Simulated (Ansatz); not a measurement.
# C5H11Cl2In: how energies converge with the basis set

The task here is to estimate one member of a computed series from the others.

Method: one geometry, several basis sets; program: Ansatz 0.2.0, Gaussian basis.

Plan: PBE0-D4/def2-SVP; ωB97M-V/def2-SVP; PBE0-D4/def2-QZVPP; ωB97M-V/def2-QZVPP; the functionals' def2-TZVPP values are taken from earlier runs.

## The geometry

The geometry comes from an earlier relaxation with PBE0-D4 in a triple-zeta def2 set; it is a stationary point, not always the lowest conformer. In takes the def2 core potential; no spin-orbit term is included.

SMILES `CC(C)(C)[CH2][In]([Cl])[Cl]`, 19 atoms, charge 0, spin multiplicity 1.

Atoms are counted from 1 here; the program's logs count them from 0.

Bond lengths: C1–C2 1.531 Å, C1–H9 1.093 Å, C1–H10 1.093 Å, C1–H11 1.093 Å, C2–C3 1.526 Å, C2–C4 1.526 Å, C2–C5 1.527 Å, C3–H12 1.093 Å, C3–H13 1.095 Å, C3–H14 1.094 Å, C4–H15 1.094 Å, C4–H16 1.095 Å, C4–H17 1.093 Å, C5–In6 2.144 Å, C5–H18 1.094 Å, C5–H19 1.094 Å, In6–Cl7 2.330 Å, In6–Cl8 2.331 Å. Angles: C2–C1–H9 111.1°, C2–C1–H10 110.7°, C2–C1–H11 111.1°, H9–C1–H10 107.9°, H9–C1–H11 108.0°, H10–C1–H11 107.9°, C1–C2–C3 109.2°, C1–C2–C4 109.2°, C1–C2–C5 107.8°, C3–C2–C4 109.8°, C3–C2–C5 110.4°, C4–C2–C5 110.4°, C2–C3–H12 110.8°, C2–C3–H13 111.5°, C2–C3–H14 111.1°, H12–C3–H13 107.2°, H12–C3–H14 107.7°, H13–C3–H14 108.4° and more.

Geometry (Å):

```xyz
19

C     0.2038    1.3621   -1.4422
C     0.0459    0.1977   -0.4608
C     1.2233   -0.7587   -0.6233
C    -1.2589   -0.5351   -0.7576
C     0.0212    0.7770    0.9522
In   -0.2064   -0.6456    2.5407
Cl   -0.3315   -0.0090    4.7789
Cl   -0.3661   -2.9648    2.3640
H    -0.6269    2.0672   -1.3531
H     0.2270    0.9978   -2.4728
H     1.1322    1.9090   -1.2576
H     1.2849   -1.1262   -1.6506
H     1.1233   -1.6331    0.0279
H     2.1693   -0.2618   -0.3899
H    -2.1211    0.1238   -0.6199
H    -1.3851   -1.4086   -0.1095
H    -1.2760   -0.8943   -1.7896
H    -0.8033    1.4844    1.0824
H     0.9444    1.3182    1.1809
```

The first run:

in.yaml

```yaml
crystal:
  periodic: [false, false, false]
  atoms:
    - {symbol: C, position_ang: [0.203780, 1.362143, -1.442158]}
    - {symbol: C, position_ang: [0.045863, 0.197673, -0.460845]}
    - {symbol: C, position_ang: [1.223291, -0.758742, -0.623262]}
    - {symbol: C, position_ang: [-1.258912, -0.535128, -0.757643]}
    - {symbol: C, position_ang: [0.021241, 0.777003, 0.952246]}
    - {symbol: In, position_ang: [-0.206383, -0.645582, 2.540678]}
    - {symbol: Cl, position_ang: [-0.331515, -0.008980, 4.778882]}
    - {symbol: Cl, position_ang: [-0.366133, -2.964753, 2.363987]}
    - {symbol: H, position_ang: [-0.626879, 2.067191, -1.353131]}
    - {symbol: H, position_ang: [0.227038, 0.997829, -2.472768]}
    - {symbol: H, position_ang: [1.132161, 1.908997, -1.257615]}
    - {symbol: H, position_ang: [1.284870, -1.126231, -1.650612]}
    - {symbol: H, position_ang: [1.123284, -1.633107, 0.027877]}
    - {symbol: H, position_ang: [2.169323, -0.261839, -0.389882]}
    - {symbol: H, position_ang: [-2.121066, 0.123776, -0.619931]}
    - {symbol: H, position_ang: [-1.385073, -1.408568, -0.109531]}
    - {symbol: H, position_ang: [-1.275989, -0.894319, -1.789627]}
    - {symbol: H, position_ang: [-0.803289, 1.484446, 1.082449]}
    - {symbol: H, position_ang: [0.944377, 1.318192, 1.180906]}
basis:
  gaussian: {orbitals: def2-SVP}
hamiltonian: {xc: pbe0, dispersion: d4}
output: {orbitals: {seedname: orbitals}}
```

On the command line:

```console
ansatz run in.yaml --threads 4 --pin off --events-out ev --progress --plain --max-ram 46080MiB --backend cpu
```

Steps of the session up to this table: PBE0-D4 in def2-SVP; ωB97M-V in def2-SVP; PBE0-D4 in def2-QZVPP; ωB97M-V in def2-QZVPP.

One of the session's tables, all rows but one given; the rest of the session is left out.

It belongs to the step «Density functionals: the series». 

```
functional       basis  HOMO (eV)  LUMO (eV)
   PBE0-D4    def2-SVP          ?          ?
   PBE0-D4  def2-TZVPP      -8.08      -1.49
   PBE0-D4  def2-QZVPP      -8.10      -1.56
   ωB97M-V    def2-SVP     -10.10       0.38
   ωB97M-V  def2-TZVPP     -10.19       0.16
   ωB97M-V  def2-QZVPP     -10.21       0.10
```

**Question.** Estimate the row for PBE0-D4, def2-SVP.

The run gave: HOMO (eV): -8.02; LUMO (eV): -1.32. In the column «HOMO (eV)» it is the highest.
